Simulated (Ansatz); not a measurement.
# La: the cost of one run

Program: the Python package of Ansatz 0.2.0. Level of theory: DFT LDA, plane waves, PAW. These are calculated values, not measurements.

## (1) The structure

La Im-3m: It takes space group Im-3m (No. 229, cubic). The conventional cell has a = 4.210 Å, b = 4.210 Å, c = 4.210 Å, α = 90.00°, β = 90.00°, γ = 90.00°. La (site symmetry m-3m) is surrounded by 8 La at 3.65 Å.

La Pm-3m: The structure is cubic, space group Pm-3m (No. 221). Conventional cell: a = 3.450 Å, b = 3.450 Å, c = 3.450 Å, α = 90.00°, β = 90.00°, γ = 90.00°. Around La (site symmetry m-3m) lie 6 La at 3.45 Å.

The script holds or builds the structure itself.

## (2) The script

transition_la.py

```python
"""Enthalpies of two structures of La under pressure."""

import ansatz as az
import numpy as np

K_SPACING = 0.27
OCCUPATIONS = "cold"
SMEARING_WIDTH = 0.05


def bcc(A, a):
    return az.Crystal.bcc(A, a=a)


def sc(first, a):
    return (
        az.Lattice.cubic(a)
        .space_group(221)
        .atom(first, (0, 0, 0))
    )


def run_phase(name, crystal, pressure=0.0):
    calc = crystal.calculation()
    calc = calc.basis(34 * az.Ry).functional(az.Functional.LDA)
    calc = calc.kpoints(spacing=K_SPACING)
    calc = calc.occupations(OCCUPATIONS, width=SMEARING_WIDTH)
    calc = calc.relax(force_tolerance=0.01, cell=True, pressure=pressure)
    return calc.run()


def volume_per_atom(outcome):
    return abs(np.linalg.det(outcome.lattice.cell_ang)) / len(outcome.lattice.sites)

phases = {}
phases["bcc"] = bcc("La", 4.21)
phases["sc"] = sc("La", 3.45)

# enthalpy per atom at each pressure
pressures = [0, 15, 30, 45]
enthalpy, volume = {name: [] for name in phases}, {name: [] for name in phases}
for p in pressures:
    for name, crystal in phases.items():
        o = run_phase(name, crystal, pressure=p)
        volume[name].append(volume_per_atom(o))
        enthalpy[name].append(o.report["energy_sigma0_ev"] / len(o.lattice.sites) + p * volume[name][-1] / 160.21766)
gap = np.array(enthalpy["sc"]) - np.array(enthalpy["bcc"])
rows = [(p, va, vb, 1000 * d) for p, va, vb, d in zip(pressures, volume["bcc"], volume["sc"], gap)]
print("   P (GPa)  V bcc (A^3/atom)  V sc (A^3/atom)  H(sc) - H(bcc) (meV/atom)")
for row in rows:
    print(f"{row[0]:10d}  {row[1]:16.3f}  {row[2]:15.3f}  {row[3]:+25.1f}")
crossings = [p0 - g0 * (p1 - p0) / (g1 - g0) for p0, p1, g0, g1 in zip(pressures, pressures[1:], gap, gap[1:]) if g0 * g1 < 0]
print("crossing near", [round(float(p), 1) for p in crossings], "GPa") if crossings else print("no crossing in this range")
```

## (3) The input behind the calls

The package turns the script's settings into the engine's input (first run):

```yaml
crystal:
  lattice:
    - [2.105, 2.105, 2.105]
    - [-2.105, 2.105, 2.105]
    - [-2.105, -2.105, 2.105]
  atoms:
    - { symbol: La, position: [0.0, 0.0, 0.0] }
basis:
  ecutwfc: 462.593566181796
kpoints:
  mp_grid:
    kspacing: 0.27
hamiltonian:
  xc: lda
scf:
  occupations:
    method: cold
    width: 0.05
relax:
  f_tol: 0.01
  cell:
    p_target: 0.0
```

## (4) The run

The run is started by

```console
python transition_la.py
```

Q: Estimate wall time and peak memory on 1 thread of Arm Neoverse V2, shared host.

About 34 s, with a peak of 0.37 GiB.
